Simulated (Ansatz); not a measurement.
BrHSSn, SMILES [SH][Sn][Br], a short molecular-dynamics run

With Ansatz's Python interface.

The cells in order, each with its output:

**Cell 1**
```python
import ansatz as az
from ase import Atoms
import numpy as np
```

**Cell 2**
```python
SETTINGS = {
    "basis_set": "def2-SVP",
    "functional": "b3lyp",
    "n_steps": 20,
    "temperature_k": 300,
}

atoms = Atoms(["S", "Sn", "Br", "H"], positions=[
    (-0.0404, 1.2727, -0.9474),
    (-1.1667, -0.6321, -0.0165),
    (0.5606, -2.2709, 0.7196),
    (0.7021, 1.5699, 0.2239),
])
molecule = az.Crystal.molecule_from_ase(atoms)
```

**Cell 3**
```python
model = (
    molecule.calculation()
    .basis(gaussian=SETTINGS["basis_set"])
    .functional(SETTINGS["functional"])
)
symbols = [site.symbol for site in molecule.cartesian_sites]
start = np.array([site.position_ang for site in molecule.cartesian_sites], dtype=float)
rep = model.relax(force_tolerance=0.02).run().report
end = np.array(rep["positions_ang"])
minimum = az.Crystal.molecule()
for symbol, place in zip(symbols, end):
    minimum = minimum.atom(symbol, place.tolist())
```

**Cell 4**
```python
model = (
    minimum.calculation()
    .basis(gaussian=SETTINGS["basis_set"])
    .functional(SETTINGS["functional"])
    .md("nve", timestep=0.5, steps=SETTINGS["n_steps"], temperature=SETTINGS["temperature_k"], initial_velocities="maxwell_boltzmann", seed=53)
)
frames = []
outcome = model.session().plan().execute(on_event=lambda e: frames.append(e["data"]) if e["event"] == "md_step" else None)
print("t (fs)   E_pot (eV)      E_kin (eV)   T (K)   d(0-1) (A)")
for f in frames[::2]:
    xyz = np.array(f["positions_ang"])
    print(f"{f['time_fs']:6.2f} {f['lagrangian_ev']:14.5f} {f['e_kin_ev']:10.5f} {f['temperature_k']:8.1f} {np.linalg.norm(xyz[0] - xyz[1]):9.4f}")
kept = np.array([f["conserved_ev"] for f in frames])
print(f"conserved energy moves by at most {1000 * np.ptp(kept):.3f} meV")
symbols = [site.symbol for site in molecule.cartesian_sites]
with open("last_frame.xyz", "w") as handle:
    handle.write(f"{len(symbols)}\nt = {frames[-1]['time_fs']} fs\n")
    handle.writelines("{:2s} {:10.5f} {:10.5f} {:10.5f}\n".format(s, *xyz) for s, xyz in zip(symbols, frames[-1]["positions_ang"]))
```
Output:
```text
t (fs)   E_pot (eV)      E_kin (eV)   T (K)   d(0-1) (A)
  0.00   -86723.31297    0.07756    300.0    2.4784
  1.00   -86723.30747    0.07215    279.1    2.4819
  2.00   -86723.29582    0.06065    234.6    2.4854
  3.00   -86723.28715    0.05208    201.5    2.4889
  4.00   -86723.28744    0.05235    202.5    2.4924
  5.00   -86723.29562    0.06041    233.7    2.4959
  6.00   -86723.30424    0.06888    266.4    2.4994
  7.00   -86723.30451    0.06910    267.3    2.5027
  8.00   -86723.29404    0.05877    227.3    2.5060
  9.00   -86723.28094    0.04587    177.4    2.5092
 10.00   -86723.27674    0.04169    161.3    2.5122
conserved energy moves by at most 0.384 meV
```

It writes `last_frame.xyz`:
```text
4
t = 10.0 fs
S    -0.19830    1.49493   -0.59265
Sn   -1.31417   -0.73623   -0.29615
Br    0.64133   -1.91742    0.89193
H     0.99274    1.08388   -0.21580
```

What to keep in mind:
- The settings weren't tested for convergence.
- The trajectory is only some femtoseconds long, so its temperature is not equilibrated; where the script doesn't relax first, it starts from a rough generated geometry.
- def2 sets replace the cores of elements past krypton by effective core potentials.
- b3lyp holds the VWN-RPA fit, as in Gaussian; the form of ORCA and Turbomole is b3lyp5.
- The temperature counts the internal degrees of freedom alone.
- It ran for 110 s on 1 thread of Arm Neoverse V2 (shared host), peak memory 0.26 GiB.

(Lines on the test bed's own set-up are left out of the output.)
